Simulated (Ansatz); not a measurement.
# CH2BLiO (SMILES [Li][B]=CO): one structure at several levels

One table from this session's results is given with a row withheld; the runs are named, their logs left out.

Computed with Ansatz 0.2.0, Gaussian basis. Level: single points in def2-TZVPP.

Cores are frozen in the correlated methods. The outer core shell of Li, Na, Mg and K is correlated.

### The system as given

SMILES `[Li][B]=CO`, 6 atoms, charge 0, spin multiplicity 1.

Atoms are counted from 1 here; the program's logs count them from 0.

Bond lengths: Li1–B2 1.900 Å, B2–C3 1.470 Å, C3–O4 1.371 Å, C3–H5 1.065 Å, O4–H6 1.008 Å. Angles: Li1–B2–C3 169.5°, B2–C3–O4 133.1°, B2–C3–H5 118.7°, O4–C3–H5 106.2°, C3–O4–H6 104.1°.

Geometry (Å):

```xyz
6
CH2BLiO
Li   -1.7995    2.2756    0.2704
B    -0.6063    0.8015    0.1631
C     0.5101   -0.1527    0.0925
O     0.5925   -1.4727   -0.2678
H     1.5056    0.2257    0.0645
H    -0.3436   -1.7069   -0.5600
```

The first run:

Contents of run/in.yaml:

```yaml
crystal:
  periodic: [false, false, false]
  atoms:
    - {symbol: Li, position_ang: [-1.799500, 2.275600, 0.270400]}
    - {symbol: B, position_ang: [-0.606300, 0.801500, 0.163100]}
    - {symbol: C, position_ang: [0.510100, -0.152700, 0.092500]}
    - {symbol: O, position_ang: [0.592500, -1.472700, -0.267800]}
    - {symbol: H, position_ang: [1.505600, 0.225700, 0.064500]}
    - {symbol: H, position_ang: [-0.343600, -1.706900, -0.560000]}
basis:
  gaussian: {orbitals: def2-TZVPP}
correlation: {method: ccsd_t}
output: {forces: true}
```

No record of the launch command was kept for these runs.

Among the steps run: CCSD(T)/def2-TZVPP; PBE0-D4/def2-TZVPP; wB97M-V/def2-TZVPP; r2SCAN-D4/def2-TZVPP; PBE-D4/def2-TZVPP; r2SCAN0-D4/def2-TZVPP; SPW92/def2-TZVPP.

One table of the session follows, with a row left open; its other results are not shown here.

| method | RMS force component (eV/Å) | angle to CCSD(T) forces (°) | dipole (D) |
| --- | --- | --- | --- |
| CCSD(T) | 1.252 | reference | 6.96 |
| PBE0-D4 | ? | ? | ? |
| wB97M-V | 1.394 | 8.3 | 6.86 |
| r2SCAN-D4 | 1.282 | 7.0 | 6.46 |
| PBE-D4 | 1.158 | 9.5 | 6.16 |
| r2SCAN0-D4 | 1.413 | 10.7 | 6.78 |
| SPW92 | 1.190 | 19.0 | 6.26 |

**Question.** Estimate the row for PBE0-D4.

The run gave: RMS force component (eV/Å): 1.325; angle to CCSD(T) forces (°): 9.7; dipole (D): 6.61. In the column «RMS force component (eV/Å)» it lies between r2SCAN-D4 (1.282) and wB97M-V (1.394).
